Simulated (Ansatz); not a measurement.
# BaTiO3: the cost of one run

All numbers are computed with Ansatz 0.2.0, driven from Python. Level of theory: DFT PBE, plane waves, PAW.

The COD entry's cell or inner coordinates are ideal or old and differ from later refinements, so a difference from it is no clean test against experiment.

## 1. Starting point

The structure is tetragonal, space group P4mm (No. 99). Conventional cell: a = 4.000 Å, b = 4.000 Å, c = 4.018 Å, α = 90.00°, β = 90.00°, γ = 90.00°. Ba (site symmetry 4mm) is surrounded by 12 O at 2.79 to 2.88 Å. Ti (site symmetry 4mm) is surrounded by 6 O at 1.89 to 2.13 Å. O (site symmetry 4mm) is surrounded by 2 Ti at 1.89 to 2.13 Å. Around O (site symmetry 2mm) lie 2 Ti at 2.00 Å and 4 Ba at 2.79 to 2.88 Å.

The script holds or builds the structure itself.

## 2. Script

Input file ecut_batio3.py:

```python
"""Convergence of BaTiO3 with the plane-wave cutoff."""

import csv
import warnings

import ansatz as az

warnings.simplefilter("ignore", az.DeckWarning)

lattice = az.Lattice.of(
    [3.9998, 0.0, 0.0],
    [0.0, 3.9998, 0.0],
    [0.0, 0.0, 4.018],
)
sites = [
    ("Ba", [0.0, 0.0, 0.0]),
    ("Ti", [0.5, 0.5, 0.49]),
    ("O", [0.5, 0.5, 0.019]),
    ("O", [0.5, 0.0, 0.517]),
    ("O", [0.0, 0.5, 0.517]),
]
batio3 = az.Crystal(lattice=lattice)
for symbol, position in sites:
    batio3 = batio3.atom(symbol, position)

model = batio3.calculation()
model = model.functional("pbe")
model = model.kpoints(4)
model = model.occupations(az.OccupationsMethod.FERMI_DIRAC, width=10 * az.meV)

rows = []
for value in [250, 350, 450, 550, 650]:
    r = model.basis(value).run(threads=1, backend="cpu").report
    rows.append((value, r["free_energy_ev"] / len(r["lattice"]["sites"]), r["n_iterations"], r["n_pw"]))

with open("ecut.csv", "w", newline="") as handle:
    writer = csv.writer(handle)
    writer.writerow(["cutoff (eV)", "F/atom (eV)", "iterations", "plane waves"])
    writer.writerows([round(v, 5) if isinstance(v, float) else v for v in row] for row in rows)

# the last row is the reference
for row in rows[:-1]:
    shift = 1000 * (row[1] - rows[-1][1])
    print(f"{row[0]}: {shift:+.2f} meV/atom" + ("  (within 5 meV)" if abs(shift) < 5 else ""))
```

## 3. The calls as engine input

The package turns the script's settings into the engine's input (first run):

```yaml
crystal:
  lattice:
    - [3.9998, 0.0, 0.0]
    - [0.0, 3.9998, 0.0]
    - [0.0, 0.0, 4.018]
  atoms:
    - { symbol: Ba, position: [0.0, 0.0, 0.0] }
    - { symbol: Ti, position: [0.5, 0.5, 0.49] }
    - { symbol: O, position: [0.5, 0.5, 0.019] }
    - { symbol: O, position: [0.5, 0.0, 0.517] }
    - { symbol: O, position: [0.0, 0.5, 0.517] }
basis:
  ecutwfc: 250.0
kpoints:
  mp_grid:
    grid: [4, 4, 4]
hamiltonian:
  xc: pbe
scf:
  occupations:
    method: fermi_dirac
    width: 0.01
```

## 4. Launch

Launch:

```bash
$ python ecut_batio3.py
```

What time and memory should one allow on 1 thread of Arm Neoverse V2, shared host?

About 11 s, with a peak of 0.41 GiB.
